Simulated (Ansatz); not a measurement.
# ZnSe3: properties of a relaxed candidate

Aim: for this structure of ZnSe3, compute bands, density of states and charges.

Method: DFT PBE, scalar-relativistic, plane waves, PAW, in Ansatz 0.2.0.

1 further run of the same task is left out (set aside as unsound or not needed).

## 1. The system as given

Symmetry: Pm-3m, No. 221, cubic system. The conventional cell has a = 4.327 Å, b = 4.327 Å, c = 4.327 Å, α = 90.00°, β = 90.00°, γ = 90.00°. Zn (site symmetry m-3m) is surrounded by 12 Se at 3.06 Å. Se (site symmetry 4/mmm) is surrounded by 4 Zn at 3.06 Å and 8 Se at 3.06 Å.

Coordinates:

```xyz
4
Lattice="4.3267 0.0000 0.0000 0.0000 4.3267 0.0000 0.0000 0.0000 4.3267" Properties=species:S:1:pos:R:3 pbc="T T T"
Zn    0.0000    0.0000    0.0000
Se    2.1634    0.0000    2.1634
Se    0.0000    2.1634    2.1634
Se    2.1634    2.1634    0.0000
```

It is the end of an earlier relaxation with the same method, from a database cell with other species swapped in; it needn't be the stable form of this composition. At a tolerance of 0.05 Å it has space group Pm-3m (No. 221); it has 20.25 Å³/atom, an uncorrected energy of +0.49 eV/atom over the elements.

## 2. Electronic structure at the relaxed geometry

The input, input.yaml:

```yaml
crystal:
  lattice:
    - [4.3267137938, 0.0, 0.0]
    - [0.0, 4.3267137938, 0.0]
    - [0.0, 0.0, 4.3267137938]
  atoms:
    - { symbol: Zn, position: [0.0, 0.0, 0.0] }
    - { symbol: Se, position: [0.5, 0.0, 0.5] }
    - { symbol: Se, position: [0.0, 0.5, 0.5] }
    - { symbol: Se, position: [0.5, 0.5, 0.0] }
basis:
  ecutwfc: 420
kpoints:
  mp_grid: { grid: [12, 12, 12] }
  band_path:
    path:
      - [[0.0, 0.0, 0.0], [0.0, 0.5, 0.0], [0.5, 0.5, 0.0], [0.0, 0.0, 0.0], [0.5, 0.5, 0.5], [0.0, 0.5, 0.0]]
      - [[0.5, 0.5, 0.5], [0.5, 0.5, 0.0]]
    npoints: 14
hamiltonian:
  xc: pbe
scf:
  occupations: { method: gaussian, width: 0.1 }
  n_extra_bands: 10
output:
  forces: true
  stress: true
  eigenvalues: true
  populations: true
  dos: { projected: true, de: 0.02, nscf_kmesh: { grid: [15, 15, 15] } }
  bader: true
  write_density: true
  write_potential: true
  elf: true
  volumetric_format: npy
```

Run with:

```
$ ansatz run input.yaml --threads 1 --pin off --max-ram 2560MiB --backend cpu --events-out ev --progress --plain --runs-dir out
```

Before running it: what results should come out? Wanted: gap; states at the Fermi level; Bader charges.

As calculated:

```
                 quantity                 value
                      gap          none (metal)
states at the Fermi level  2.89 per eV per cell
            Bader charges  Zn +0.63, Se -0.21 e
```

It comes out metallic. Of the projected weight within 0.25 eV of the Fermi level, the largest part is Se 4p (89 %). Bader charges reach 0.6 e, so charge transfer in this metal is moderate. Spin polarisation is off in the runs that give these values; a magnetic solution could lie lower.
